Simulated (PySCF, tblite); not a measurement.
# C5H8O2: a rotation path, then NMR shifts on frames, part 2 of 2

tblite 0.8.0 and PySCF 2.14.0. Atoms count from 0. The steps go on from the part before.

## 5. NMR shieldings: image 4, PBE0/pcSseg-1

Job settings and geometry (Å):

```
{"job": {"kind": "nmr", "xc": "PBE0", "basis": "pcSseg-1", "pop": false}, "charge": 0, "multiplicity": 1}
C     -1.771000     0.431400    -0.167500
C     -0.883300    -0.665300    -0.745100
C      0.424400    -0.828300     0.043300
O      1.609500    -0.502100    -0.709200
C      2.004800     0.531300     0.194900
C      0.787000     0.255700     1.043200
O      0.326100     0.692300     2.053300
H     -2.682300     0.525100    -0.751700
H     -2.035900     0.200900     0.861500
H     -1.256600     1.389800    -0.178100
H     -1.427700    -1.610300    -0.758000
H     -0.608400    -0.422600    -1.773100
H      0.508900    -1.834700     0.469400
H      2.964800     0.329400     0.677400
H      2.035400     1.515200    -0.282100
```

Method: GIAO PBE0/pcSseg-1 NMR shielding, non-relativistic, gas phase.

What it wrote:

```text
coarse grid: 12568 points
cycle   1  E = -345.0873965115  dE =  1.106e+00  |g| = 9.157e-01  |ddm| = 3.419e+00
cycle   2  E = -344.6367148887  dE =  4.507e-01  |g| = 1.804e+00  |ddm| = 2.127e+00
cycle   3  E = -345.2400701322  dE = -6.034e-01  |g| = 2.027e-01  |ddm| = 1.565e+00
cycle   4  E = -345.2475015107  dE = -7.431e-03  |g| = 9.202e-02  |ddm| = 2.269e-01
cycle   5  E = -345.2489004342  dE = -1.399e-03  |g| = 2.400e-02  |ddm| = 7.533e-02
cycle   6  E = -345.2490135134  dE = -1.131e-04  |g| = 6.188e-03  |ddm| = 1.995e-02
cycle   7  E = -345.2490210988  dE = -7.585e-06  |g| = 1.276e-03  |ddm| = 5.232e-03
final grid: 121432 points
cycle   8  E = -345.3140025897  dE = -1.428e-05  |g| = 1.636e-02  |ddm| = 2.969e-02
cycle   9  E = -345.3138809492  dE =  1.216e-04  |g| = 3.051e-02  |ddm| = 3.025e-02
cycle  10  E = -345.3140515998  dE = -1.707e-04  |g| = 2.999e-03  |ddm| = 2.095e-02
cycle  11  E = -345.3140533217  dE = -1.722e-06  |g| = 4.467e-04  |ddm| = 2.238e-03
cycle  12  E = -345.3140533531  dE = -3.138e-08  |g| = 1.765e-04  |ddm| = 4.809e-04
cycle  13  E = -345.3140533594  dE = -6.383e-09  |g| = 2.598e-05  |ddm| = 1.523e-04
cycle  14  E = -345.3140533596  dE = -1.403e-10  |g| = 8.144e-06  |ddm| = 2.974e-05
converged SCF energy = -345.3140533596

GIAO shielding tensors (ppm)
atom      isotropic    diamagn.    paramagn.     s11        s22        s33       span
  0 C      173.706     248.191     -74.486    163.461    176.516    181.140     17.679
  1 C      156.151     246.960     -90.809    132.645    158.932    176.876     44.231
  2 C       82.032     253.703    -171.671     33.506     85.694    126.896     93.390
  3 O      307.598     398.612     -91.014    249.139    294.015    379.641    130.502
  4 C       94.798     253.629    -158.831     46.355     94.690    143.350     96.994
  5 C      -27.863     248.985    -276.848   -110.510    -62.879     89.801    200.311
  6 O     -331.855     399.926    -731.781   -903.035   -401.790    309.258   1212.293
  7 H       30.714      28.512       2.203     26.200     27.925     38.018     11.818
  8 H       30.181      30.575      -0.394     25.687     28.730     36.126     10.439
  9 H       30.859      31.207      -0.348     27.090     29.870     35.617      8.527
 10 H       29.743      30.202      -0.459     25.546     28.415     35.268      9.722
 11 H       29.569      30.326      -0.757     25.732     28.822     34.154      8.422
 12 H       26.046      31.156      -5.110     22.891     26.487     28.762      5.871
 13 H       26.351      28.425      -2.074     22.882     25.098     31.072      8.190
 14 H       26.271      29.774      -3.503     23.082     24.385     31.347      8.266
```

Wall time 17 s (1 thread of Arm Neoverse V1, shared host); peak memory 0.85 GiB.

This run: δ C5 214.8, C2 104.9, C4 92.1, C1 30.8, H12 5.67, H14 5.45 ppm.

## 6. Nuclear shieldings: image 6, PBE0/pcSseg-1

Job settings and geometry (Å):

```
{"job": {"kind": "nmr", "xc": "PBE0", "basis": "pcSseg-1", "pop": false}, "charge": 0, "multiplicity": 1}
C     -1.616100     0.554700    -0.301900
C     -0.934100    -0.762400    -0.655600
C      0.454200    -0.881700    -0.022700
O      1.499900    -0.252200    -0.788200
C      1.861000     0.634200     0.271900
C      0.775600     0.042200     1.138700
O      0.347700     0.237300     2.235000
H     -2.580400     0.627500    -0.797200
H     -1.773900     0.619500     0.772200
H     -1.005100     1.398400    -0.614800
H     -1.551700    -1.599200    -0.327500
H     -0.799100    -0.837400    -1.736300
H      0.704000    -1.931100     0.175100
H      2.881700     0.472300     0.629100
H      1.731900     1.685800     0.000400
```

Level: GIAO PBE0/pcSseg-1 NMR shielding, non-relativistic, gas phase.

What it wrote:

```text
coarse grid: 12568 points
cycle   1  E = -345.0914700167  dE =  1.109e+00  |g| = 9.150e-01  |ddm| = 3.405e+00
cycle   2  E = -344.6429452447  dE =  4.485e-01  |g| = 1.800e+00  |ddm| = 2.184e+00
cycle   3  E = -345.2439506011  dE = -6.010e-01  |g| = 2.022e-01  |ddm| = 1.608e+00
cycle   4  E = -345.2513335364  dE = -7.383e-03  |g| = 9.267e-02  |ddm| = 2.310e-01
cycle   5  E = -345.2527669453  dE = -1.433e-03  |g| = 2.387e-02  |ddm| = 7.864e-02
cycle   6  E = -345.2528781815  dE = -1.112e-04  |g| = 6.271e-03  |ddm| = 2.031e-02
cycle   7  E = -345.2528859194  dE = -7.738e-06  |g| = 1.248e-03  |ddm| = 5.240e-03
final grid: 121432 points
cycle   8  E = -345.3176100166  dE = -1.617e-05  |g| = 1.632e-02  |ddm| = 2.785e-02
cycle   9  E = -345.3174937135  dE =  1.163e-04  |g| = 3.001e-02  |ddm| = 3.037e-02
cycle  10  E = -345.3176587007  dE = -1.650e-04  |g| = 3.101e-03  |ddm| = 2.109e-02
cycle  11  E = -345.3176605339  dE = -1.833e-06  |g| = 4.365e-04  |ddm| = 2.332e-03
cycle  12  E = -345.3176605633  dE = -2.938e-08  |g| = 1.806e-04  |ddm| = 4.858e-04
cycle  13  E = -345.3176605700  dE = -6.755e-09  |g| = 2.552e-05  |ddm| = 1.612e-04
cycle  14  E = -345.3176605702  dE = -1.417e-10  |g| = 8.391e-06  |ddm| = 3.251e-05
converged SCF energy = -345.3176605702

GIAO shielding tensors (ppm)
atom      isotropic    diamagn.    paramagn.     s11        s22        s33       span
  0 C      176.263     249.014     -72.752    166.809    179.100    182.879     16.071
  1 C      158.058     246.534     -88.477    143.928    157.701    172.543     28.615
  2 C       80.660     253.440    -172.780     34.544     84.191    123.244     88.699
  3 O      316.791     398.669     -81.878    266.875    302.813    380.685    113.810
  4 C       94.820     253.203    -158.383     49.160     93.340    141.959     92.799
  5 C      -27.647     249.508    -277.155   -110.612    -62.919     90.591    201.203
  6 O     -328.941     399.443    -728.384   -896.676   -403.945    313.799   1210.475
  7 H       30.734      28.644       2.090     26.207     27.844     38.152     11.946
  8 H       30.351      30.904      -0.554     25.364     29.651     36.038     10.673
  9 H       30.795      31.202      -0.407     26.593     29.860     35.931      9.338
 10 H       30.041      30.283      -0.242     25.661     28.229     36.233     10.572
 11 H       29.716      29.903      -0.187     26.112     28.257     34.779      8.667
 12 H       26.004      30.933      -4.929     22.378     26.702     28.932      6.554
 13 H       26.346      28.426      -2.080     22.910     24.965     31.164      8.253
 14 H       26.384      29.868      -3.483     23.406     24.323     31.424      8.017
```

It took 17 s on 1 thread of Arm Neoverse V1, shared host; peak memory 0.83 GiB.

Key values: δ C5 214.6, C2 106.3, C4 92.1, C1 28.9, H12 5.71, H13 5.37 ppm.

## 7. Shielding tensors: image 8, PBE0/pcSseg-1

Job settings and geometry (Å):

```
{"job": {"kind": "nmr", "xc": "PBE0", "basis": "pcSseg-1", "pop": false}, "charge": 0, "multiplicity": 1}
C     -1.529600     0.628500    -0.488800
C     -0.985100    -0.793700    -0.545600
C      0.468500    -0.869400    -0.085200
O      1.370400     0.000000    -0.795700
C      1.762000     0.699200     0.387500
C      0.832900    -0.164400     1.207500
O      0.527000    -0.252200     2.357400
H     -2.547300     0.656800    -0.869700
H     -1.533700     0.996000     0.535400
H     -0.913500     1.286100    -1.097500
H     -1.573100    -1.452200     0.095800
H     -1.036600    -1.167300    -1.569800
H      0.820200    -1.908700    -0.117400
H      2.826500     0.586900     0.610600
H      1.507100     1.762200     0.353900
```

Level: GIAO PBE0/pcSseg-1 NMR shielding, non-relativistic, gas phase.

What it wrote:

```text
coarse grid: 12568 points
cycle   1  E = -345.0959106125  dE =  1.104e+00  |g| = 9.141e-01  |ddm| = 3.394e+00
cycle   2  E = -344.6490997719  dE =  4.468e-01  |g| = 1.797e+00  |ddm| = 2.191e+00
cycle   3  E = -345.2483498669  dE = -5.993e-01  |g| = 2.006e-01  |ddm| = 1.611e+00
cycle   4  E = -345.2555966124  dE = -7.247e-03  |g| = 9.305e-02  |ddm| = 2.317e-01
cycle   5  E = -345.2570522339  dE = -1.456e-03  |g| = 2.364e-02  |ddm| = 8.051e-02
cycle   6  E = -345.2571610069  dE = -1.088e-04  |g| = 6.328e-03  |ddm| = 2.055e-02
cycle   7  E = -345.2571688346  dE = -7.828e-06  |g| = 1.260e-03  |ddm| = 5.256e-03
final grid: 121432 points
cycle   8  E = -345.3213916296  dE = -1.662e-05  |g| = 1.612e-02  |ddm| = 3.135e-02
cycle   9  E = -345.3212759118  dE =  1.157e-04  |g| = 2.982e-02  |ddm| = 3.107e-02
cycle  10  E = -345.3214394112  dE = -1.635e-04  |g| = 3.074e-03  |ddm| = 2.125e-02
cycle  11  E = -345.3214412373  dE = -1.826e-06  |g| = 3.995e-04  |ddm| = 2.292e-03
cycle  12  E = -345.3214412608  dE = -2.349e-08  |g| = 1.864e-04  |ddm| = 4.882e-04
cycle  13  E = -345.3214412678  dE = -6.994e-09  |g| = 2.292e-05  |ddm| = 1.591e-04
cycle  14  E = -345.3214412679  dE = -1.046e-10  |g| = 8.430e-06  |ddm| = 3.042e-05
converged SCF energy = -345.3214412679

GIAO shielding tensors (ppm)
atom      isotropic    diamagn.    paramagn.     s11        s22        s33       span
  0 C      177.778     248.794     -71.017    168.060    177.304    187.969     19.908
  1 C      158.077     247.149     -89.072    149.378    155.436    169.417     20.040
  2 C       79.805     252.704    -172.899     34.361     82.157    122.896     88.535
  3 O      324.019     398.230     -74.211    282.680    310.973    378.404     95.725
  4 C       94.763     252.728    -157.965     47.752     94.685    141.852     94.100
  5 C      -28.460     250.201    -278.661   -111.484    -63.726     89.831    201.315
  6 O     -326.170     398.815    -724.985   -894.387   -404.335    320.212   1214.599
  7 H       30.693      28.648       2.045     26.173     27.885     38.022     11.849
  8 H       30.908      30.959      -0.051     26.611     29.673     36.441      9.830
  9 H       30.161      30.694      -0.533     25.636     29.561     35.286      9.649
 10 H       30.031      30.581      -0.550     26.081     27.821     36.190     10.110
 11 H       29.784      29.954      -0.170     25.743     28.004     35.606      9.863
 12 H       26.040      30.747      -4.707     22.604     26.807     28.709      6.106
 13 H       26.262      28.277      -2.015     22.790     24.773     31.223      8.433
 14 H       26.464      29.902      -3.438     23.498     24.261     31.633      8.136
```

Wall time 17 s (1 thread of Arm Neoverse V1, shared host); peak memory 0.85 GiB.

This run: δ C5 215.4, C2 107.1, C4 92.2, C1 28.8, H12 5.68, H13 5.45 ppm.

## 8. Comparing the runs: NMR shifts

Shifts (ppm) of some atoms, chosen among heavy atoms and hydrogens apart, with basis size and wall time:

| frame | C2 | C1 | C0 | H9 | H8 | O6 | O3 | functions | time |
| --- | --- | --- | --- | --- | --- | --- | --- | --- | --- |
| image 0 | 106.9 | 30.3 | 9.4 | 1.38 | 0.73 | 650.5 | 19.7 | 159 | 17 s |
| image 2 | 105.6 | 31.6 | 10.2 | 1.30 | 0.96 | 668.2 | 26.1 | 159 | 17 s |
| image 4 | 104.9 | 30.8 | 13.2 | 0.86 | 1.54 | 667.9 | 28.5 | 159 | 17 s |
| image 6 | 106.3 | 28.9 | 10.7 | 0.92 | 1.37 | 665.0 | 19.3 | 159 | 17 s |
| image 8 | 107.1 | 28.8 | 9.1 | 1.56 | 0.81 | 662.2 | 12.1 | 159 | 17 s |

## 9. Outcome

This closing draws on all 2 parts.

```
                                       quantity                                               value
                                        barrier                  0.112 eV (2.6 kcal/mol) at image 4
                          end to end (GFN2-xTB)                                            0.012 eV
13C shifts against TMS (PBE0/pcSseg-1, image 0)                   215.4, 106.9, 90.8, 30.3, 9.4 ppm
 1H shifts against TMS (PBE0/pcSseg-1, image 0)  5.45, 5.41, 5.29, 1.97, 1.82, 1.38, 1.07, 0.73 ppm
17O shifts against H2O (PBE0/pcSseg-1, image 0)                                     650.5, 19.7 ppm
                       range of the shift of O6                                  650.5 to 668.2 ppm
```

What this shows: Along the band the dihedral turns by 121°, and the top (dihedral -115°) lies 2.6 kcal/mol above the start (GFN2-xTB, rough), so at room temperature this motion is fast. Ends this close can change order at a higher level. The top was not checked by a frequency run. Shifts at one fixed geometry are not the observed spectrum, which averages over the motion. In the first frame run (image 0): Shielding is most anisotropic at O6 (span 1178 ppm, paramagnetic term -714 ppm). Across the 5 runs the shift of O6 moves most, between 650.5 (image 0) and 668.2 ppm (image 2).
